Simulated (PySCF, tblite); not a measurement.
# C4H13BFN: geometry, infrared bands and NMR shifts

Aim: predict the infrared bands and NMR shifts of C4H13BFN (`[BH3-][NH2+]C[C@@H](C)CF`).

Computed with tblite 0.8.0 and PySCF 2.14.0, with density-fitted response routines of our own, on a single molecule in the gas phase. Atoms count from 0, in the outputs and in this text.

## 1. The starting structure

20 atoms, charge 0, multiplicity 1; geometry from: force field or distance geometry start.

Bonds of the start (Å): B0–N1 1.54, N1–C2 1.42, C2–C3 1.50, C3–C4 1.51, C3–C5 1.50, C5–F6 1.37, B0–H7 1.18, B0–H8 1.18, B0–H9 1.20, N1–H10 1.06, N1–H11 1.05, C2–H12 1.12, C2–H13 1.13, C3–H14 1.13, C4–H15 1.11, C4–H16 1.11, C4–H17 1.10, C5–H18 1.10, C5–H19 1.12.

## 2. Relaxing the molecule with GFN2-xTB

Job settings and geometry (Å):

```
{"job": {"kind": "relax", "xc": "GFN2-xTB", "basis": "xTB"}, "charge": 0, "multiplicity": 1}
B      2.210100     0.010700     0.665200
N      1.338000    -0.989900    -0.115500
C      0.274400    -0.403400    -0.843700
C     -0.684300     0.449100    -0.066800
C     -1.757800     0.991700    -0.980600
C     -1.406100    -0.243600     1.057300
F     -0.513500    -0.732500     1.972600
H      1.917700     1.096000     0.307100
H      2.114700    -0.133300     1.835000
H      3.350400    -0.206600     0.370400
H      1.943500    -1.497800    -0.829300
H      0.942800    -1.724500     0.524300
H     -0.269400    -1.139100    -1.483200
H      0.768600     0.285400    -1.595200
H     -0.117000     1.292000     0.418500
H     -2.651100     1.265300    -0.382900
H     -1.355100     1.942800    -1.393500
H     -1.977000     0.297700    -1.804400
H     -2.093100    -1.034300     0.720200
H     -2.040800     0.485000     1.621400
```

Run with:

```sh
OMP_NUM_THREADS=1 python probes_run.py task.json out
```

The driver reads the jobs from task.json and runs them one after another.

**Question.** This job is followed by: GFN2-xTB harmonic vibrations, gas phase; GIAO PBE0/pcSseg-1 NMR shielding, non-relativistic, gas phase. What will the session give for the following? strongest single infrared mode (GFN2-xTB); zero-point energy (GFN2-xTB); ¹³C shifts against TMS (PBE0/pcSseg-1); ¹H shifts against TMS (PBE0/pcSseg-1, means over atoms taken as alike); ¹¹B shifts against BF3·OEt2 (PBE0/pcSseg-1); ¹⁵N shifts against NH3 (PBE0/pcSseg-1); ¹⁹F shifts against CFCl3 (PBE0/pcSseg-1); surface potential, 1st and 99th percentile.

As calculated:

```
                                                              quantity                                                     value
                             strongest single infrared mode (GFN2-xTB)                                     2436 cm⁻¹, 340 km/mol
                                          zero-point energy (GFN2-xTB)                                            108.3 kcal/mol
                                ¹³C shifts against TMS (PBE0/pcSseg-1)                                95.3, 56.8, 33.1, 14.6 ppm
¹H shifts against TMS (PBE0/pcSseg-1, means over atoms taken as alike)  4.94, 4.34, 3.48, 3.04, 2.89, 2.83, 2.77, 1.89, 0.83 ppm
                           ¹¹B shifts against BF3·OEt2 (PBE0/pcSseg-1)                                                 -25.3 ppm
                                ¹⁵N shifts against NH3 (PBE0/pcSseg-1)                                                  53.1 ppm
                              ¹⁹F shifts against CFCl3 (PBE0/pcSseg-1)                                                -250.4 ppm
                                 surface potential, 1st and 99th percentile                                        -1.72 V and 2.06 V
```

**Reading.** Relaxing lowered the energy by 0.793 eV in 129 steps; the close pair that moved most is B0–N1, from 1.540 to 1.645 Å. All 54 modes are real, so the xTB geometry is a minimum. The strongest single mode, at 2436 cm⁻¹, moves mainly H9 and H8. Unscaled tight-binding wavenumbers are off by several per cent, some by more. Its intensities can rank the bands wrongly. C5 (sp3 CH2 bonded to F) lies farthest downfield among carbon, at 95.3 ppm; deshielded by the electronegative neighbour. At PBE0/pcSseg-1: Shielding is most anisotropic at C5 (span 90 ppm, paramagnetic term -150 ppm).
